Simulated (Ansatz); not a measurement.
# ClGeH9Si3: the cost of one run

Method: the settings change from run to run; program: Ansatz 0.2.0, Gaussian basis.

## Step 1: The geometry

The structure was relaxed beforehand with PBE0-D4 in a triple-zeta def2 set.

SMILES `[SiH3][Ge]([SiH3])([SiH3])[Cl]`, 14 atoms, charge 0, spin multiplicity 1.

Atoms are counted from 1 here; the program's logs count them from 0.

Bond lengths: Si1–Ge2 2.384 Å, Si1–H6 1.488 Å, Si1–H7 1.485 Å, Si1–H8 1.485 Å, Ge2–Si3 2.384 Å, Ge2–Si4 2.384 Å, Ge2–Cl5 2.193 Å, Si3–H9 1.488 Å, Si3–H10 1.485 Å, Si3–H11 1.485 Å, Si4–H12 1.488 Å, Si4–H13 1.485 Å, Si4–H14 1.485 Å. Angles: Ge2–Si1–H6 108.9°, Ge2–Si1–H7 109.6°, Ge2–Si1–H8 109.6°, H6–Si1–H7 109.5°, H6–Si1–H8 109.5°, H7–Si1–H8 109.9°, Si1–Ge2–Si3 113.5°, Si1–Ge2–Si4 113.5°, Si1–Ge2–Cl5 105.0°, Si3–Ge2–Si4 113.5°, Si3–Ge2–Cl5 105.0°, Si4–Ge2–Cl5 105.1°, Ge2–Si3–H9 108.9°, Ge2–Si3–H10 109.6°, Ge2–Si3–H11 109.6°, H9–Si3–H10 109.5°, H9–Si3–H11 109.5°, H10–Si3–H11 109.9° and more.

## Step 2: B97/x2c-TZVPPall

Set apart from the defaults: a point charge of 1.00 e beside it.

in.yaml

```yaml
crystal:
  periodic: [false, false, false]
  atoms:
    - {symbol: Si, position_ang: [-1.681784, 1.543977, -0.331885]}
    - {symbol: Ge, position_ang: [0.208785, 0.092622, -0.396746]}
    - {symbol: Si, position_ang: [1.831385, 0.568429, 1.284236]}
    - {symbol: Si, position_ang: [-0.368949, -2.216487, -0.534903]}
    - {symbol: Cl, position_ang: [1.208033, 0.544144, -2.295369]}
    - {symbol: H, position_ang: [-2.427959, 1.306331, 0.933268]}
    - {symbol: H, position_ang: [-1.225879, 2.956541, -0.379488]}
    - {symbol: H, position_ang: [-2.567270, 1.258891, -1.489508]}
    - {symbol: H, position_ang: [1.237365, 0.289838, 2.619663]}
    - {symbol: H, position_ang: [2.223503, 1.998660, 1.205876]}
    - {symbol: H, position_ang: [3.023143, -0.294561, 1.083186]}
    - {symbol: H, position_ang: [-1.056587, -2.616643, 0.722439]}
    - {symbol: H, position_ang: [0.863211, -3.027911, -0.704635]}
    - {symbol: H, position_ang: [-1.280096, -2.433130, -1.687435]}
basis:
  gaussian: {orbitals: x2c-TZVPPall, point_charges: [{charge: 1.00, position_ang: [5.753, -0.833, 0.698]}]}
hamiltonian: {xc: {name: B97}}
output: {forces: true}
```

The run is started by

```console
ansatz run in.yaml --threads 4 --pin off --events-out ev --progress --plain --max-ram 11315MiB
```

Q: Estimate wall time and peak memory on 4 threads of Arm Neoverse V2, shared host.

About 22 s, with a peak of 1.8 GiB.
